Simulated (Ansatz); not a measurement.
# K3Li: structure and electronic properties

One table from this session's results is given with a row withheld; the runs are named, their logs left out.

Program: Ansatz 0.2.0. Level of theory: DFT r2SCAN, scalar-relativistic, plane waves, PAW. These are calculated values, not measurements.

## The starting structure

Symmetry: Fm-3m, No. 225, cubic system. Conventional cell: a = 9.693 Å, b = 9.693 Å, c = 9.693 Å, α = 90.00°, β = 90.00°, γ = 90.00°. Around K (site symmetry -43m) lie 4 K at 4.20 Å and 4 Li at 4.20 Å. K (site symmetry m-3m) is surrounded by 8 K at 4.20 Å. Around Li (site symmetry m-3m) lie 8 K at 4.20 Å.

Structure file:

```xyz
4
Lattice="0.0000 4.8465 4.8465 4.8465 0.0000 4.8465 4.8465 4.8465 0.0000" Properties=species:S:1:pos:R:3 pbc="T T T"
K     2.4232    2.4232    2.4232
K     7.2697    7.2697    7.2697
K     4.8465    4.8465    4.8465
Li    0.0000    0.0000    0.0000
```

The structure comes from the Materials Project (structure only).

Set-up of the first run:

(A quick probe on a coarse mesh, which set the mesh and smearing, is not shown.)

Input file input.yaml:

```yaml
crystal:
  lattice:
    - [0.0, 4.846485, 4.846485]
    - [4.846485, 0.0, 4.846485]
    - [4.846485, 4.846485, 0.0]
  atoms:
    - { symbol: K, position: [0.25, 0.25, 0.25] }
    - { symbol: K, position: [0.75, 0.75, 0.75] }
    - { symbol: K, position: [0.5, 0.5, 0.5] }
    - { symbol: Li, position: [0.0, 0.0, 0.0] }
basis:
  ecutwfc: 500
kpoints:
  mp_grid: { grid: [8, 8, 8] }
hamiltonian:
  xc: r2scan
scf:
  occupations: { method: gaussian, width: 0.1 }
output:
  forces: true
  stress: true
  eigenvalues: true
relax:
  adjacent_minimum: "off"
  f_tol: 0.005
  max_steps: 80
  cell: { stress_tol: 0.05 }
```

Among the steps run: Full relaxation; Static run: bands, density of states and charges; Volume × 0.97; Volume × 1.03; Point at V/V0 = 0.94; Volume × 1.06.

One of the session's tables, all rows but one given; the rest of the session is left out.

It belongs to the step «Energy against volume». 

| volume (Å³/atom) | energy above the lowest point (meV/atom) | pressure (GPa) |
| --- | --- | --- |
| 55.715 | 3.3 | 0.31 |
| 57.494 | 0.8 | 0.15 |
| 59.272 | 0.0 | 0.01 |
| 61.050 | ? | ? |
| 62.828 | 2.5 | -0.22 |

**Question.** Estimate the row for volume (Å³/atom) = 61.050.

Worked estimate for «energy above the lowest point (meV/atom)». A straight line through the neighbours (59.272, 0.0) and (62.828, 2.5) gives 0.0 + (2.5 − 0.0) × (61.050 − 59.272) / (62.828 − 59.272) = 1.2; a parabola fitted to 3 rows on both sides gives 0.6.

**Answer.** energy above the lowest point (meV/atom): 0.6; pressure (GPa): -0.11. In «energy above the lowest point (meV/atom)» the line misses by +0.6 and the parabola by 0.0.

To keep in mind: The projections leave out shells that the potentials don't hold, such as empty d states.
